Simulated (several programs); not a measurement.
# What each method gives for TlSbO2 (ordering on rocksalt)

TlSbO2, ordered on the rocksalt lattice (R-3m) with 4 atoms a cell, relaxed with r2SCAN in Ansatz, was computed with several methods. The symmetry is R-3m (No. 166, trigonal); a = 3.516 Å, c = 19.428 Å in the conventional setting, 17.34 Å³ an atom. Tl has 6 O at 2.89 Å; Sb has 6 O at 2.35 Å; O has 3 Sb at 2.35 Å and 3 Tl at 2.89 Å. Spin-unpolarised throughout. Whether this structure exists isn't addressed.

```
Tl Sb O
1.0
     1.75812    1.01505    6.47594
    -1.75812    1.01505    6.47594
     0.00000   -2.03010    6.47594
Tl Sb O
1 1 2
Direct
  0.00000 0.00000 0.00000
  0.50000 0.50000 0.50000
  0.22712 0.22712 0.22712
  0.77288 0.77288 0.77288
```

Gaps and times are for a single point on this cell; volume and bulk modulus come from each method's own relaxation or energy curve at fixed shape, which is too stiff where a cell has free coordinates or axes. Times are rough, from shared hosts (Arm Neoverse V1; Arm Neoverse V2), and each method has its own mesh and cell size. A double dagger marks a value from a curve with shape and coordinates held. PM6 (MOPAC), PM7 (MOPAC), GFN1-xTB (tblite), GFN2-xTB (tblite) treat a cluster of cells at its zone centre, which samples few k points: where these miss a band edge, the gap comes out too large for that reason alone. Gaps from k meshes are read at a limited set of points (mesh, symmetry points, PBE's band edges), so each method's own least gap may be somewhat smaller. xTB and the PM methods were fitted mostly to molecules, and can miss a solid's gap by electronvolts. Minimal bases can be far off for gaps. Times of the plane-wave rungs are withheld (a dash), since they come from other jobs, hosts and meshes; the meshes of hybrids and Hartree-Fock don't converge their gaps to the digits shown. Curves at held shape can't give the bulk modulus of a layered or molecular crystal, so none is listed. d marks a direct gap, i an indirect one (no mark: not told apart), a dash a value that wasn't computed or didn't pass its checks.

```
                          method              kind      gap (eV)  own volume (Å³/atom)  bulk modulus (GPa)  atoms computed  processor time
                          PBEsol         semilocal             –                 16.94                   –               4               –
light PBE (260 eV, its own mesh)  light plane-wave  overlap 0.28                17.54‡                   –               4           1.4 s
               GFN1-xTB (tblite)     tight binding          2.27                16.09‡                   –         cluster           5.1 s
                             PBE         semilocal  overlap 0.26                 17.88                   –               4               –
                             LDA         semilocal  overlap 0.25                 16.39                   –               4               –
               GFN2-xTB (tblite)     tight binding          0.11                     –                   –         cluster           9.4 s
          PBE/single zeta (GPAW)       small basis  overlap 0.25                     –                   –               4            15 s
                          r2SCAN         semilocal  overlap 0.19                 17.34                   –               4               –
                     PM7 (MOPAC)    semi-empirical          2.95                     –                   –         cluster            26 s
                     PM6 (MOPAC)    semi-empirical          2.87                     –                   –         cluster            27 s
                  PBE/SZV (CP2K)       small basis  overlap 0.11                     –                   –               4            42 s
                         PBE+SOC         semilocal  overlap 0.24                     –                   –               4               –
                 PBE/DZVP (CP2K)       small basis  overlap 0.32                18.26‡                   –               4            74 s
                            PBE0            hybrid        0.53 d                     –                   –               4               –
                           HSE06            hybrid          0.02                 17.34                   –               4               –
```

Volumes against r2SCAN's: PBEsol -2.3 %, PBE +3.2 %, LDA -5.4 %, HSE06 +0.1 %.

With PBE and r2SCAN the bands overlap or touch, or nearly. Semilocal functionals can close a real gap, so this doesn't show a metal; small gaps of other methods may in turn close between the points read or with spin-orbit coupling, and the solid may be a semimetal.

Only the rows marked +SOC include spin-orbit coupling.
